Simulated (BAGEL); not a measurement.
**doublet AlNH3SCl+ at 4 levels**

Aim: a comparison of 4 runs (UHF/STO-3G, UHF/3-21G, ROHF/6-31G*, UHF/6-31G*) of doublet AlNH3SCl+. 

The calculation is run with BAGEL 1.2.2.

1 further run of the same task is left out (set aside as unsound or not needed).

## 1. The molecule

AlNH3SCl+ has 7 atoms, charge +1, and is taken as a doublet. As SMILES of the parent species, `[NH2][Al]([SH])[Cl]`. The coordinates come from a PBE0-D4/def2-TZVP relaxation. This is one conformer, not always the lowest. That shape belongs to the parent species and isn't relaxed for this state.

Bond lengths: N1–Al2 1.754 Å, Al2–S3 2.173 Å, Al2–Cl4 2.090 Å, N1–H5 1.006 Å, N1–H6 1.007 Å, S3–H7 1.345 Å. Angles: N1–Al2–S3 123.5°, N1–Al2–Cl4 119.0°, S3–Al2–Cl4 117.6°, Al2–N1–H5 125.8°, Al2–N1–H6 123.5°, Al2–S3–H7 92.8°, H5–N1–H6 110.7°.

## 2. The energy at UHF/STO-3G (density fitting with qzvpp-jkfit) (run 1)

Input file hf.json:

```json
{ "bagel": [

{
  "title": "molecule",
  "basis": "sto-3g",
  "df_basis": "qzvpp-jkfit",
  "angstrom": true,
  "geometry": [
    { "atom": "N", "xyz": [      -0.598800,       1.046400,       0.138100 ] },
    { "atom": "Al", "xyz": [      -0.190200,      -0.603900,      -0.292900 ] },
    { "atom": "S", "xyz": [       1.742400,      -1.506400,       0.120700 ] },
    { "atom": "Cl", "xyz": [      -1.622200,      -1.783300,      -1.255600 ] },
    { "atom": "H", "xyz": [       0.007900,       1.701500,       0.601700 ] },
    { "atom": "H", "xyz": [      -1.494400,       1.464800,      -0.053800 ] },
    { "atom": "H", "xyz": [       2.216500,      -0.387100,       0.696300 ] }
  ]
},

{
  "title": "uhf",
  "charge": 1,
  "nopen": 1
},

{
  "title": "print",
  "file": "orbitals.molden",
  "orbitals": true
}

]}
```

The run is started by

```bash
$ BAGEL_NUM_THREADS=1 BAGEL hf.json > hf.out
```

The program printed:

```text
* using 1 threads per process

  ===============================================================
  ===============================================================

  *** Geometry ***

[... 23 lines left out ...]
      * DIIS with orbital gradients will be used.

  === UHF iteration (sto-3g) ===
      0      -1142.11005051          0.02155622           0.06
      1      -1142.18799266          0.00527323           0.06
      2      -1142.19667988          0.00355105           0.06
[... 13 lines of this table left out ...]
     16      -1142.20353376          0.00000001           0.06
    * SCF iteration converged.

    * S^2 (UHF) is 0.7561

    * Permanent dipole moment:
           (   -2.785927,    -1.001964,    -1.413130) a.u.

    * METHOD: UHF                                  1.07

    * METHOD: PRINT                                0.01

  ===============================================================
```

Wall time 1.5 s (1 thread of AMD EPYC 7B13 (Zen 3), shared host); peak memory 0.08 GiB.

## 3. A single-point energy at UHF/3-21G (density fitting with qzvpp-jkfit) (run 2)

Input file input.json:

```json
{ "bagel" : [

{
  "title" : "molecule",
  "basis" : "3-21g",
  "df_basis" : "qzvpp-jkfit",
  "angstrom" : "true",
  "geometry" : [
    { "atom" : "N", "xyz" : [      -0.598800,       1.046400,       0.138100 ] },
    { "atom" : "Al", "xyz" : [      -0.190200,      -0.603900,      -0.292900 ] },
    { "atom" : "S", "xyz" : [       1.742400,      -1.506400,       0.120700 ] },
    { "atom" : "Cl", "xyz" : [      -1.622200,      -1.783300,      -1.255600 ] },
    { "atom" : "H", "xyz" : [       0.007900,       1.701500,       0.601700 ] },
    { "atom" : "H", "xyz" : [      -1.494400,       1.464800,      -0.053800 ] },
    { "atom" : "H", "xyz" : [       2.216500,      -0.387100,       0.696300 ] }
  ]
},

{ "title" : "uhf", "charge" : 1, "nopen" : 1 },

{ "title" : "print", "file" : "orbitals.molden", "orbitals" : "true" }

]}
```

The run is started by

```bash
$ BAGEL_NUM_THREADS=1 BAGEL input.json > input.out
```

The program printed:

```text
* using 1 threads per process

  ===============================================================
  ===============================================================

  *** Geometry ***

[... 23 lines left out ...]
      * DIIS with orbital gradients will be used.

  === UHF iteration (3-21g) ===
      0      -1148.97983194          0.04741657           0.10
      1      -1149.08837591          0.03163258           0.09
      2      -1149.12119861          0.02256356           0.09
[... 16 lines of this table left out ...]
     19      -1149.14660353          0.00000001           0.09
    * SCF iteration converged.

    * S^2 (UHF) is 0.7587

    * Permanent dipole moment:
           (   -2.525992,    -1.366855,    -1.443909) a.u.

    * METHOD: UHF                                  2.00

    * METHOD: PRINT                                0.01

  ===============================================================
```

Run time: 2.5 s. Hardware: 1 thread of AMD EPYC 7B13 (Zen 3), shared host; peak memory 0.095 GiB.

Run 3 isn't shown in full; the table further down has it.

## 4. The energy at UHF/6-31G(d) (density fitting with qzvpp-jkfit, spherical functions) (run 4)

Input file input.json:

```json
{ "bagel": [

{
  "title": "molecule",
  "basis": "6-31gs.json",
  "df_basis": "qzvpp-jkfit",
  "angstrom": true,
  "geometry": [
    { "atom": "N", "xyz": [      -0.598800,       1.046400,       0.138100 ] },
    { "atom": "Al", "xyz": [      -0.190200,      -0.603900,      -0.292900 ] },
    { "atom": "S", "xyz": [       1.742400,      -1.506400,       0.120700 ] },
    { "atom": "Cl", "xyz": [      -1.622200,      -1.783300,      -1.255600 ] },
    { "atom": "H", "xyz": [       0.007900,       1.701500,       0.601700 ] },
    { "atom": "H", "xyz": [      -1.494400,       1.464800,      -0.053800 ] },
    { "atom": "H", "xyz": [       2.216500,      -0.387100,       0.696300 ] }
  ]
},

{ "title": "uhf", "charge": 1, "nopen": 1 },

{ "title": "print", "file": "orbitals.molden", "orbitals": true }

]}
```

The basis set 6-31G* is read from a file made from the Basis Set Exchange's data (not shown).

The run is started by

```bash
$ BAGEL_NUM_THREADS=1 BAGEL input.json > input.out
```

The program printed:

```text
* using 1 threads per process

  ===============================================================
  ===============================================================

  *** Geometry ***

[... 23 lines left out ...]
      * DIIS with orbital gradients will be used.

  === UHF iteration (6-31gs.json) ===
      0      -1154.66851630          0.04233753           0.15
      1      -1154.79901488          0.03131166           0.14
      2      -1154.85758662          0.02252980           0.14
[... 15 lines of this table left out ...]
     18      -1154.91173462          0.00000001           0.13
    * SCF iteration converged.

    * S^2 (UHF) is 0.7605

    * Permanent dipole moment:
           (   -2.577193,    -0.838242,    -1.275839) a.u.

    * METHOD: UHF                                  2.82

    * METHOD: PRINT                                0.02

  ===============================================================
```

It took 3.6 s on 1 thread of AMD EPYC 7B13 (Zen 3), shared host; peak memory 0.12 GiB.

## 5. Overview of the runs

```tsv
run	level	energy (Eh)	⟨S²⟩	wall time
1	UHF/STO-3G (density fitting with qzvpp-jkfit)	-1142.203534	0.756	1.5 s
2	UHF/3-21G (density fitting with qzvpp-jkfit)	-1149.146604	0.759	2.5 s
3	ROHF/6-31G* (density fitting with qzvpp-jkfit, spherical functions)	-1154.907300	0.750	3.6 s
4	UHF/6-31G* (density fitting with qzvpp-jkfit, spherical functions)	-1154.911735	0.760	3.6 s
```

## 6. Results

| quantity | value |
| --- | --- |
| run 4: total energy | -1154.91173 Eh |
| run 4: ⟨S²⟩ | 0.760 |

**Reading.** In run 1 the basis is minimal, so the values are rough. All runs together took 11 s, the longest 3.6 s.
